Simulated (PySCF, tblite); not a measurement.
# C7H9Cl: geometry, infrared bands and NMR shifts

What infrared bands and NMR shifts should C7H9Cl (`C=C/C=C1/CC[C@@H]1Cl`) show?

Computed with tblite 0.8.0 and PySCF 2.14.0, with density-fitted response routines of our own, on a single molecule in the gas phase. Atoms count from 0, in the outputs and in this text.

### 1 The starting structure

17 atoms, charge 0, multiplicity 1; geometry from: force field or distance geometry start.

Bonds of the start (Å): C0–C1 1.34, C1–C2 1.42, C2–C3 1.35, C3–C4 1.50, C4–C5 1.54, C5–C6 1.55, C6–Cl7 1.79, C6–C3 1.52, C0–H8 1.08, C0–H9 1.10, C1–H10 1.09, C2–H11 1.10, C4–H12 1.10, C4–H13 1.10, C5–H14 1.11, C5–H15 1.08, C6–H16 1.10.

### 2 Optimising the geometry with GFN2-xTB

Job settings and geometry (Å):

```
{"job": {"kind": "relax", "xc": "GFN2-xTB", "basis": "xTB"}, "charge": 0, "multiplicity": 1}
C     -0.361900    -2.491100     2.133300
C      0.115400    -1.592200     1.255700
C     -0.700400    -0.661200     0.558000
C     -0.234000     0.272000    -0.299900
C     -0.918800     1.320000    -1.127000
C      0.468400     1.984100    -1.167400
C      1.157600     0.654900    -0.781700
Cl     1.896700    -0.323400    -2.091400
H      0.296300    -3.185200     2.644500
H     -1.434400    -2.556500     2.363500
H      1.188600    -1.583500     1.075700
H     -1.788100    -0.706900     0.714300
H     -1.697900     1.926500    -0.643200
H     -1.278400     0.983300    -2.112900
H      0.596600     2.782600    -0.408500
H      0.761900     2.409600    -2.119600
H      1.925400     0.779100    -0.003300
```

Command:

```console
OMP_NUM_THREADS=1 python probes_run.py task.json out
```

One launch serves the whole session: the jobs run in the order shown.

**Question.** This job is followed by: GFN2-xTB harmonic vibrations, gas phase; GIAO PBE0/pcSseg-1 NMR shielding, non-relativistic, gas phase. What will the session give for the following? strongest single infrared mode (GFN2-xTB); zero-point energy (GFN2-xTB); ¹³C shifts against TMS (PBE0/pcSseg-1); ¹H shifts against TMS (PBE0/pcSseg-1); ³⁵Cl shifts against HCl (PBE0/pcSseg-1); surface potential, 1st and 99th percentile.

**Answer**, as computed:

```
                                 quantity                                                     value
strongest single infrared mode (GFN2-xTB)                                      3134 cm⁻¹, 42 km/mol
             zero-point energy (GFN2-xTB)                                             85.5 kcal/mol
   ¹³C shifts against TMS (PBE0/pcSseg-1)          150.5, 140.6, 138.6, 124.3, 58.9, 31.1, 27.8 ppm
    ¹H shifts against TMS (PBE0/pcSseg-1)  7.08, 6.23, 5.46, 5.41, 4.99, 3.00, 2.72, 2.67, 2.30 ppm
  ³⁵Cl shifts against HCl (PBE0/pcSseg-1)                                                   212 ppm
    surface potential, 1st and 99th percentile                                        -0.89 V and 0.90 V
```

The optimisation took 95 steps and gained 0.282 eV; among the close pairs (by a distance rule), C1–C2 changed most, from 1.421 to 1.445 Å. All 45 modes are real, so the xTB geometry is a minimum. The strongest single mode, at 3134 cm⁻¹, moves mainly H8. GFN2-xTB is a fitted tight-binding method: band positions and strengths are rough. Its intensities can rank the bands wrongly. At PBE0/pcSseg-1: Shielding is most anisotropic at Cl7 (span 515 ppm, paramagnetic term -410 ppm). By nearest atom (PBE0/pcSseg-1), the HOMO sits on C0, C3 about 25 % each; C2 17 % and the LUMO on C0, C3 about 19 % each; C2 15 %.
